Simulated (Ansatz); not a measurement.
# CH3InO: the cost of one run

The runs use Ansatz 0.2.0, Gaussian basis; PBE0-D4/def2-TZVP structures, single points in def2-TZVPP, no counterpoise correction.

Levels: SPW92, PBE-D4, BLYP-D4, r2SCAN-D4, B97M-V, PBE0-D4, B3LYP-D4, r2SCAN0-D4, BHLYP-D4, CAM-B3LYP-D4, wB97X-V, wB97M-V, B2PLYP, PBE-QIDH, RPA on PBE, Hartree-Fock, MP2, CCSD, CCSD(T).

Cores are frozen in the correlated methods. Filled d shells of the heavier atoms are correlated. Core potentials replace the inner electrons past krypton, and spin-orbit coupling is left out. B3LYP uses VWN-RPA correlation. B2PLYP carries no dispersion term here.

88 further runs of the same task are left out: 88 set aside as unsound or not needed. Runs told in other sessions of the task aren't counted.

## (1) The starting structure

The complex: 11 atoms, charge 0, spin multiplicity 1.

Atoms are counted from 1 here; the program's logs count them from 0.

Bond lengths: In1–O2 2.008 Å, O2–C3 1.386 Å, C3–H6 1.101 Å, C3–H7 1.099 Å, C3–H8 1.100 Å, H4–C5 1.090 Å, C5–H9 1.090 Å, C5–H10 1.090 Å, C5–H11 1.091 Å. Angles: In1–O2–C3 152.0°, O2–C3–H6 112.3°, O2–C3–H7 110.7°, O2–C3–H8 112.1°, H6–C3–H7 107.1°, H6–C3–H8 107.2°, H7–C3–H8 107.2°, H4–C5–H9 109.5°, H4–C5–H10 109.9°, H4–C5–H11 109.5°, H9–C5–H10 109.2°, H9–C5–H11 109.2°, H10–C5–H11 109.6°.

Coordinates:

```xyz
11

In   -1.11163   -2.29320   -0.63884
O     0.31287   -1.08800   -1.38130
C     1.48339   -0.35659   -1.25700
H    -0.85158    0.78014    0.36929
C    -1.23292    0.83000    1.38938
H     1.43139    0.37737   -0.43811
H     1.69190    0.20252   -2.17970
H     2.35479   -0.99869   -1.06236
H    -1.15847    1.85353    1.75577
H    -2.27727    0.51702    1.41110
H    -0.64247    0.17581    2.03177
```

Its parts: CH₃InO holds atoms 1, 2, 3, 6, 7, 8; CH₄ holds atoms 4, 5, 9, 10, 11. Each part counts its atoms afresh in its own runs.

## (2) Relaxing CH₃InO alone

relax-a/in.yaml reads:

```yaml
crystal:
  periodic: [false, false, false]
  atoms:
    - {symbol: In, position_ang: [-1.111628, -2.293196, -0.638839]}
    - {symbol: O, position_ang: [0.312868, -1.088002, -1.381303]}
    - {symbol: C, position_ang: [1.483391, -0.356594, -1.257005]}
    - {symbol: H, position_ang: [1.431395, 0.377371, -0.438105]}
    - {symbol: H, position_ang: [1.691899, 0.202520, -2.179702]}
    - {symbol: H, position_ang: [2.354790, -0.998687, -1.062358]}
basis:
  gaussian: {orbitals: def2-TZVP}
hamiltonian: {xc: pbe0, dispersion: d4}
relax: {f_tol: 0.005, max_steps: 200}
```

The run is started by

```sh
$ ansatz run in.yaml --threads 8 --pin off --events-out ev --progress --plain --max-ram 19148MiB
```

**Question.** How long does this run take on 8 threads of Arm Neoverse V1, shared host?

About 6 s.
